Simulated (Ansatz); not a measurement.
# ClH3HfS3: how energies converge with the basis set

How large a basis does ClH3HfS3 need? Two functionals are run in growing sets.

The runs use Ansatz 0.2.0, Gaussian basis; one geometry, several basis sets.

Levels to be run: PBE0-D4/def2-SVP; ωB97M-V/def2-SVP; PBE0-D4/def2-QZVPP; ωB97M-V/def2-QZVPP; the functionals' def2-TZVPP values are taken from earlier runs.

## (1) The relaxed structure

The geometry comes from an earlier relaxation with PBE0-D4 in a triple-zeta def2 set; it is a stationary point, not always the lowest conformer. Hf takes the def2 core potential; no spin-orbit term is included.

SMILES `[SH][Hf]([SH])([SH])[Cl]`, 8 atoms, charge 0, spin multiplicity 1.

Atoms are counted from 1 here; the program's logs count them from 0.

Bond lengths: S1–Hf2 2.421 Å, S1–H6 1.350 Å, Hf2–S3 2.419 Å, Hf2–S4 2.427 Å, Hf2–Cl5 2.330 Å, S3–H7 1.348 Å, S4–H8 1.348 Å. Angles: Hf2–S1–H6 90.7°, S1–Hf2–S3 105.2°, S1–Hf2–S4 108.4°, S1–Hf2–Cl5 111.6°, S3–Hf2–S4 109.4°, S3–Hf2–Cl5 111.8°, S4–Hf2–Cl5 110.3°, Hf2–S3–H7 89.9°, Hf2–S4–H8 89.7°.

Coordinates:

```xyz
8
ClH3HfS3
S    -1.6977    0.2942    1.3845
Hf    0.2394    0.4993   -0.0528
S     2.1272   -0.0918    1.3403
S     0.0305   -1.1152   -1.8525
Cl    0.4440    2.6537   -0.9169
H    -2.4729    0.8851    0.4506
H     2.1756   -1.3055    0.7551
H    -0.8461   -1.8196   -1.1084
```

## (2) PBE0-D4 in def2-SVP

The input, in.yaml:

```yaml
crystal:
  periodic: [false, false, false]
  atoms:
    - {symbol: S, position_ang: [-1.697721, 0.294165, 1.384489]}
    - {symbol: Hf, position_ang: [0.239440, 0.499271, -0.052790]}
    - {symbol: S, position_ang: [2.127158, -0.091814, 1.340296]}
    - {symbol: S, position_ang: [0.030451, -1.115236, -1.852470]}
    - {symbol: Cl, position_ang: [0.444039, 2.653674, -0.916854]}
    - {symbol: H, position_ang: [-2.472877, 0.885120, 0.450568]}
    - {symbol: H, position_ang: [2.175607, -1.305543, 0.755146]}
    - {symbol: H, position_ang: [-0.846097, -1.819637, -1.108365]}
basis:
  gaussian: {orbitals: def2-SVP}
hamiltonian: {xc: pbe0, dispersion: d4}
output: {orbitals: {seedname: orbitals}}
```

Run with:

```
$ ansatz run in.yaml --threads 4 --pin off --events-out ev --progress --plain --max-ram 10444MiB
```

Further steps of the session: ωB97M-V in def2-SVP; PBE0-D4 in def2-QZVPP; ωB97M-V in def2-QZVPP.

Q: Predict the results of all the runs planned. Wanted: PBE0-D4: double and triple zeta above quadruple; ωB97M-V: double and triple zeta above quadruple.

The runs gave:

| quantity | value |
| --- | --- |
| PBE0-D4: double and triple zeta above quadruple | 17.32, 1.36 eV |
| ωB97M-V: double and triple zeta above quadruple | 17.16, 1.29 eV |

What this shows: For PBE0-D4 the step from double to triple zeta gains 15.96 eV and the next only 1.36 eV. Total energies overstate the basis error of differences, where much of it tends to cancel.
